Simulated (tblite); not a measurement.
# Al2F5GeHO2: the cost of one run

Programs: tblite 0.8.0 and PySCF 2.14.0. All values are calculated, for the isolated system unless a continuum is named. Atoms count from 0, parts from 1.

## 1. The system as given

11 atoms, charge 0, multiplicity 1; geometry: distance geometry start.

## 2. Geometry optimisation with GFN2-xTB

Job settings and geometry (Å):

```
{"job": {"kind": "relax", "xc": "GFN2-xTB", "basis": "xTB"}, "charge": 0, "multiplicity": 1}
F      2.407039     0.028398    -1.520472
Al     1.291599    -0.798114    -0.421853
F      0.361370    -2.179097    -1.014398
F      0.270094     0.369580     0.569567
Al     0.999392     0.078357     2.221157
F     -0.111006    -0.719170     3.297971
O      1.954894     1.549319     2.820364
Ge     2.780575     2.844649     1.777084
O      3.295623     4.169868     0.597154
F      2.016977    -1.060193     1.225919
H      4.191573     4.302144     0.272865
```

Level: GFN2-xTB geometry optimisation, gas phase.

Command:

```sh
> OMP_NUM_THREADS=1 python cluster_run.py task.json out
```

The driver reads the jobs from task.json and runs them one after another.

Q: Estimate the wall time of this first job on 1 thread of Intel Xeon Platinum 8488C, shared host.

About 2.7 s.
